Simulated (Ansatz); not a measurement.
# C₃HF₅: one species, many methods

One table from this session's results is given with a row withheld; the runs are named, their logs left out.

The runs use Ansatz 0.2.0, Gaussian basis; functionals in def2-TZVPP, the program's frozen cores in correlated methods.

Levels to be run: LDA (SPW92), PBE-D4, revPBE-D4, BLYP-D4, r2SCAN-D4, B97M-V, PBE0-D4, B3LYP-D4, r2SCANh-D4, r2SCAN0-D4, HSE06-D4, BHLYP-D4, CAM-B3LYP-D4, LC-ωPBE, ωB97X-V, ωB97M-V, B2PLYP, PBE-QIDH; CCSD(T)/def2-SVP; CCSD(T)/def2-TZVPP; MP2/def2-QZVPP; extrapolation to the limit; RPA on PBE.

## Structure used throughout

The geometry comes from an earlier relaxation with PBE0-D4 in a triple-zeta def2 set; it is a stationary point, not always the lowest conformer.

9 atoms, charge 0, spin multiplicity 1.

Atoms are counted from 1 here; the program's logs count them from 0.

Bond lengths: F1–C2 1.322 Å, C2–C3 1.322 Å, C2–H9 1.081 Å, C3–F4 1.325 Å, C3–C5 1.497 Å, C5–F6 1.334 Å, C5–F7 1.335 Å, C5–F8 1.335 Å. Angles: F1–C2–C3 121.5°, F1–C2–H9 115.4°, C3–C2–H9 123.1°, C2–C3–F4 122.8°, C2–C3–C5 123.7°, F4–C3–C5 113.5°, C3–C5–F6 111.0°, C3–C5–F7 111.1°, C3–C5–F8 111.1°, F6–C5–F7 108.2°, F6–C5–F8 108.2°, F7–C5–F8 107.3°.

Set-up of the first run:

File in.yaml:

```yaml
crystal:
  periodic: [false, false, false]
  atoms:
    - {symbol: F, position_ang: [-0.007620, -1.631276, 1.997955]}
    - {symbol: C, position_ang: [-0.072391, -0.522686, 1.281276]}
    - {symbol: C, position_ang: [0.085495, -0.538474, -0.031507]}
    - {symbol: F, position_ang: [0.316511, -1.651179, -0.713339]}
    - {symbol: C, position_ang: [0.021655, 0.686764, -0.889953]}
    - {symbol: F, position_ang: [-0.211013, 1.774506, -0.153124]}
    - {symbol: F, position_ang: [1.166389, 0.869591, -1.551495]}
    - {symbol: F, position_ang: [-0.949545, 0.585405, -1.799936]}
    - {symbol: H, position_ang: [-0.260882, 0.381047, 1.842924]}
basis:
  gaussian: {orbitals: def2-TZVPP}
hamiltonian: {xc: lda}
output: {orbitals: {seedname: orbitals}}
```

The run is started by

```sh
$ ansatz run in.yaml --threads 4 --pin off --events-out ev --progress --plain --max-ram 11315MiB
```

Among the steps run: LDA; PBE-D4 (GGA); revPBE-D4 (GGA); BLYP-D4 (GGA); r2SCAN-D4 (meta-GGA); B97M-V (meta-GGA); B3LYP-D4 (hybrid); r2SCANh-D4 (hybrid); r2SCAN0-D4 (hybrid); HSE06-D4 (hybrid); BHLYP-D4 (hybrid); CAM-B3LYP-D4 (range-separated); LC-ωPBE (range-separated); ωB97X-V (range-separated); ωB97M-V (range-separated); B2PLYP (double hybrid); PBE-QIDH (double hybrid).

One of the session's tables, all rows but one given; the rest of the session is left out.

It belongs to the step «Orbital energies across the functionals». 

| functional | HOMO (eV) | gap (eV) |
| --- | --- | --- |
| LDA (SPW92) | ? | ? |
| PBE-D4 | -6.94 | 5.37 |
| revPBE-D4 | -6.84 | 5.40 |
| BLYP-D4 | -6.84 | 5.36 |
| r2SCAN-D4 | -7.23 | 5.85 |
| B97M-V | -7.30 | 6.01 |
| PBE0-D4 | -8.36 | 7.77 |
| B3LYP-D4 | -8.15 | 7.27 |
| r2SCANh-D4 | -7.76 | 6.74 |
| r2SCAN0-D4 | -8.56 | 8.08 |
| HSE06-D4 | -7.95 | 6.98 |
| BHLYP-D4 | -9.67 | 10.17 |
| CAM-B3LYP-D4 | -9.80 | 10.33 |
| LC-ωPBE | -11.11 | 12.90 |
| ωB97X-V | -10.73 | 12.48 |
| ωB97M-V | -10.64 | 12.29 |

Estimate the missing values for LDA (SPW92).

As computed: HOMO (eV): -7.19; gap (eV): 5.31. In the column «HOMO (eV)» it lies between r2SCAN-D4 (-7.23) and PBE-D4 (-6.94).
